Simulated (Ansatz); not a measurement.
**C2H7NSi (SMILES NC1C[SiH2]1): r2SCAN/def2-SVP**

Aim: the electronic atomisation energy of C2H7NSi at r2SCAN/def2-SVP, from 5 runs. 

The results are computed with Ansatz 0.2.0.

61 further runs of the same task are left out: 61 set aside as unsound or not needed.

## (1) The molecule

The species is C2H7NSi (11 atoms), meant as a singlet with charge 0. SMILES: `NC1C[SiH2]1`. Geometry: relaxed at PBE0-D4/def2-TZVP. This is one conformer, not always the lowest.

Bond lengths: N1–C2 1.437 Å, C2–C3 1.539 Å, C2–Si4 1.862 Å, C3–Si4 1.848 Å, N1–H5 1.011 Å, N1–H6 1.014 Å, C2–H7 1.094 Å, C3–H8 1.085 Å, C3–H9 1.086 Å, Si4–H10 1.479 Å, Si4–H11 1.476 Å. Some angles: N1–C2–C3 114.5°, N1–C2–Si4 118.4°, C3–C2–Si4 65.0°, C2–C3–Si4 65.9°, C2–Si4–C3 49.0°, N1–C2–H7 118.0°, C3–C2–H7 113.0°, Si4–C2–H7 116.4°, C2–N1–H5 111.6°, C2–N1–H6 111.3°.

## (2) The energy at r2SCAN/def2-SVP

Contents of in.yaml:

```yaml
basis:
  gaussian: {orbitals: def2-SVP}
crystal:
  periodic: [false, false, false]
  atoms:
    - {symbol: "N", position_ang: [-1.337200, 0.826100, -0.314200]}
    - {symbol: C, position_ang: [0.048100, 0.587400, -0.015100]}
    - {symbol: C, position_ang: [0.296100, -0.519700, 1.025200]}
    - {symbol: Si, position_ang: [0.845000, -0.955900, -0.685100]}
    - {symbol: H, position_ang: [-1.450400, 1.288300, -1.206000]}
    - {symbol: H, position_ang: [-1.774000, 1.401500, 0.397500]}
    - {symbol: H, position_ang: [0.701400, 1.454200, 0.118600]}
    - {symbol: H, position_ang: [1.025100, -0.311700, 1.801300]}
    - {symbol: H, position_ang: [-0.607900, -0.997000, 1.390600]}
    - {symbol: H, position_ang: [2.288700, -0.939900, -1.005500]}
    - {symbol: H, position_ang: [0.030300, -1.890100, -1.486800]}
hamiltonian: {xc: r2scan}
accuracy: high
output: {orbitals: {seedname: orbitals}}
```

Started as:

```sh
ansatz run in.yaml --threads 1 --pin off --max-ram 3480MiB --events-out events.jsonl --progress --plain --runs-dir runs
```

The log of the run:

```text
Warning: RAYON_NUM_THREADS=1 ignored (pool sized by the plan → 1); use --threads N
Functional definition: r2SCAN
  name "r2SCAN"
  parameter k0 = 0.174
  parameter k1 = 0.065
  parameter a1 = 4.9479
  exchange = r2scan_x(k0 = k0, k1 = k1, a1 = a1)
  correlation = r2scan_c
2284 factors; integrals over basis functions are off by at most 3.9e-9 eV
mean field evaluation 1: about -11535.5490 eV, gradient 6.5e1 eV
mean field evaluation 2: about -11506.5052 eV, gradient 1.2e2 eV
mean field evaluation 4: about -11545.9868 eV, gradient 7.3e0 eV
mean field evaluation 8: about -11546.1272 eV, gradient 4.3e-1 eV
mean field evaluation 16: about -11546.1277 eV, gradient 9.6e-6 eV
mean field -11546.12771467 eV, -424.3123672678 hartree, gradient 4.7e-8 eV, S^2 0.000000; 0 other end points of the search recorded, 0 dependent functions left out
reference -11546.12771547 eV, -424.3123672972 hartree; 20, 20 occupied and 75, 75 virtual orbitals, 2284 factors
Total energy: -11546.12771547 eV, -424.3123672972 hartree
```

Run time: 13 s. Hardware: 1 thread of Arm Neoverse V2, shared host; peak memory 0.32 GiB.

## (3) The C atom at the same level

Contents of input.yaml:

```yaml
crystal:
  periodic: [false, false, false]
  atoms:
    - {symbol: C, position_ang: [0.000000, 0.000000, 0.000000]}
basis:
  gaussian:
    orbitals: def2-SVP
magnetization:
  spin_polarized: true
  initial_magnetization: 2
hamiltonian:
  xc: {name: r2SCAN}
accuracy: high
```

Run the same way, it converges to -37.78739 Eh (log not shown).

## (4) The H atom, same level

Contents of job.yaml:

```yaml
crystal:
  periodic: [false, false, false]
  atoms:
    - {symbol: H, position_ang: [0.000000, 0.000000, 0.000000]}
basis:
  gaussian:
    orbitals: def2-SVP
magnetization:
  spin_polarized: true
  initial_magnetization: 1
hamiltonian:
  xc: {name: r2SCAN}
accuracy: high
```

Run the same way, it converges to -0.49921 Eh (log not shown).

## (5) The N atom, same level

Contents of input.yaml:

```yaml
crystal:
  periodic: [false, false, false]
  atoms:
    - {symbol: "N", position_ang: [0.000000, 0.000000, 0.000000]}
basis:
  gaussian:
    orbitals: def2-SVP
magnetization:
  spin_polarized: true
  initial_magnetization: 3
hamiltonian:
  xc: {name: r2SCAN}
accuracy: high
```

Run the same way, it converges to -54.51540 Eh (log not shown).

## (6) The Si atom, same level

Contents of job.yaml:

```yaml
crystal:
  periodic: [false, false, false]
  atoms:
    - {symbol: Si, position_ang: [0.000000, 0.000000, 0.000000]}
basis:
  gaussian:
    orbitals: def2-SVP
magnetization:
  spin_polarized: true
  initial_magnetization: 2
hamiltonian:
  xc: r2scan
accuracy: high
```

Started as:

```sh
ansatz run job.yaml --threads 1 --pin off --max-ram 3480MiB --events-out events.jsonl --progress --plain --runs-dir runs
```

The log of the run:

```text
Warning: RAYON_NUM_THREADS=1 ignored (pool sized by the plan → 1); use --threads N
[... 7 set-up lines as earlier in the session ...]
134 factors; integrals over basis functions are off by at most 2.5e-9 eV
mean field evaluation 1: about -7870.6733 eV, gradient 2.4e0 eV
mean field evaluation 2: about -7870.7482 eV, gradient 6.4e-1 eV
mean field evaluation 4: about -7870.7514 eV, gradient 2.3e-1 eV
mean field evaluation 8: about -7870.7519 eV, gradient 1.1e-4 eV
mean field evaluation 16: about -7870.7519 eV, gradient 2.6e-7 eV
mean field evaluation 32: about -7870.7519 eV, gradient 9.3e-5 eV
mean field -7870.75189971 eV, -289.2447973270 hartree, gradient 8.0e-8 eV, S^2 2.006224; 2 other end points of the search recorded, 0 dependent functions left out
reference -7870.75190173 eV, -289.2447974012 hartree; 8, 6 occupied and 10, 12 virtual orbitals, 134 factors
Total energy: -7870.75190173 eV, -289.2447974012 hartree
```

It took 3.3 s on 1 thread of Arm Neoverse V2, shared host; peak memory 0.12 GiB.

## (7) What came out

Level: r2SCAN/def2-SVP.

```
                     quantity          value
       molecule: total energy  -424.31237 Eh
        molecule: HOMO energy       -5.18 eV
        molecule: LUMO energy        0.19 eV
      molecule: HOMO–LUMO gap        5.37 eV
         C atom: total energy   -37.78739 Eh
                 C atom: ⟨S²⟩          2.005
         H atom: total energy    -0.49921 Eh
                 H atom: ⟨S²⟩          0.750
         N atom: total energy   -54.51540 Eh
                 N atom: ⟨S²⟩          3.755
        Si atom: total energy  -289.24480 Eh
                Si atom: ⟨S²⟩          2.006
electronic atomisation energy      40.352 eV
```

What this shows: Taking the molecule apart into free atoms costs 40.35 eV (3893 kJ/mol), before zero-point energy and without spin-orbit coupling.
